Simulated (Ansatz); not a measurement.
# CH₂FI: up Jacob's ladder to CCSD(T)

Aim: compute CH₂FI with functionals from several rungs and with coupled cluster. The yardstick is the atomisation energy at the CCSD(T) limit.

The runs use Ansatz 0.2.0, Gaussian basis; functionals in def2-TZVPP, the program's frozen cores in correlated methods.

The runs, in order: LDA (SPW92), PBE-D4, revPBE-D4, BLYP-D4, r2SCAN-D4, B97M-V, PBE0-D4, B3LYP-D4, r2SCANh-D4, r2SCAN0-D4, HSE06-D4, BHLYP-D4, CAM-B3LYP-D4, LC-ωPBE, ωB97X-V, ωB97M-V, B2PLYP, PBE-QIDH; CCSD(T)/def2-SVP; CCSD(T)/def2-TZVPP; CCSD(T)/def2-QZVPP; extrapolation to the limit; RPA on PBE.

### 1 The geometry

All runs share one geometry, relaxed beforehand with PBE0-D4 in a triple-zeta def2 set. I takes the def2 core potential; no spin-orbit term is included.

SMILES `FCI`, 5 atoms, charge 0, spin multiplicity 1.

Atoms are counted from 1 here; the program's logs count them from 0.

Bond lengths: F1–C2 1.353 Å, C2–I3 2.142 Å, C2–H4 1.088 Å, C2–H5 1.088 Å. Angles: F1–C2–I3 111.0°, F1–C2–H4 109.9°, F1–C2–H5 109.9°, I3–C2–H4 106.6°, I3–C2–H5 106.6°, H4–C2–H5 112.7°.

Geometry (Å):

```xyz
5
charge 0, multiplicity 1
F     1.1963    0.7109   -0.1755
C     0.1606   -0.1141    0.1034
I    -1.6323    0.5479   -0.8642
H     0.3681   -1.1120   -0.2772
H    -0.0427   -0.1062    1.1722
```

### 2 LDA

This LDA is Slater exchange with PW92 correlation.

in.yaml reads:

```yaml
crystal:
  periodic: [false, false, false]
  atoms:
    - {symbol: F, position_ang: [1.196254, 0.710859, -0.175539]}
    - {symbol: C, position_ang: [0.160617, -0.114144, 0.103400]}
    - {symbol: I, position_ang: [-1.632294, 0.547931, -0.864187]}
    - {symbol: H, position_ang: [0.368116, -1.111996, -0.277239]}
    - {symbol: H, position_ang: [-0.042693, -0.106249, 1.172163]}
basis:
  gaussian: {orbitals: def2-TZVPP}
hamiltonian: {xc: lda}
output: {orbitals: {seedname: orbitals}}
```

The run is started by

```sh
$ ansatz run in.yaml --threads 2 --pin off --events-out ev --progress --plain --max-ram 32768MiB --backend cpu
```

Further steps of the session: PBE-D4 (GGA); revPBE-D4 (GGA); BLYP-D4 (GGA); r2SCAN-D4 (meta-GGA); B97M-V (meta-GGA); PBE0-D4 (hybrid); B3LYP-D4 (hybrid); r2SCANh-D4 (hybrid); r2SCAN0-D4 (hybrid); HSE06-D4 (hybrid); BHLYP-D4 (hybrid); CAM-B3LYP-D4 (range-separated); LC-ωPBE (range-separated); ωB97X-V (range-separated); ωB97M-V (range-separated); B2PLYP (double hybrid); PBE-QIDH (double hybrid); CCSD(T) in def2-SVP; CCSD(T) in def2-TZVPP; CCSD(T) in def2-QZVPP; RPA on PBE orbitals.

Q: Predict the results of all the runs planned. Wanted: atomisation energy, CCSD(T)/CBS; farthest beyond LDA; mean size of error, GGA; mean size of error, meta-GGA; mean size of error, hybrid; mean size of error, range-separated; mean size of error, double hybrid; gap, smallest and largest; T1 diagnostic.

The runs gave:

```
                               quantity                                                                                       value
        atomisation energy, CCSD(T)/CBS                                                                                   16.425 eV
    functionals within 0.164 eV (1.0 %)  revPBE-D4, BLYP-D4, r2SCAN-D4, PBE0-D4, B3LYP-D4, HSE06-D4, CAM-B3LYP-D4, ωB97X-V, ωB97M-V
                    farthest beyond LDA                                                                        BHLYP-D4 (-0.885 eV)
                mean size of error, GGA                                                                                    0.182 eV
           mean size of error, meta-GGA                                                                                    0.099 eV
             mean size of error, hybrid                                                                                    0.283 eV
    mean size of error, range-separated                                                                                    0.153 eV
      mean size of error, double hybrid                                                                                    0.255 eV
              gap, smallest and largest                                                       4.35 eV (BLYP-D4), 11.42 eV (LC-ωPBE)
                          T1 diagnostic                                                                                      0.0096
triples share of the correlation energy                                                                                       2.7 %
```

What this shows: The LDA atomisation energy is off by 2.910 eV (18 %): it overbinds. PBE-D4 is off by +0.509 eV. Double hybrids carry the basis error of their MP2 part in triple zeta, and no dispersion term here, so their miss is partly the set-up's. The rungs meta-GGA, range-separated miss on average by less than the doubt on the reference (0.164 eV), so they tie. Misses under about 0.164 eV are within the doubt on the reference itself, which lacks core-valence correlation, spin-orbit coupling and higher excitations, and its outer-core shells are covered unevenly. All levels share the lack of spin-orbit coupling, which lowers the free heavy atoms and so the true binding. Hartree-Fock recovers 68 % of the binding; the rest is correlation. CCSD(T) in def2-SVP is off by -1.193 eV, more than most functionals: a good method in a small basis is no reference. The gap grows from 4.3 to 11.4 eV across the functionals, mostly with the share of exact exchange. Correlated methods include outer-core shells of I, which these sets cover unevenly.
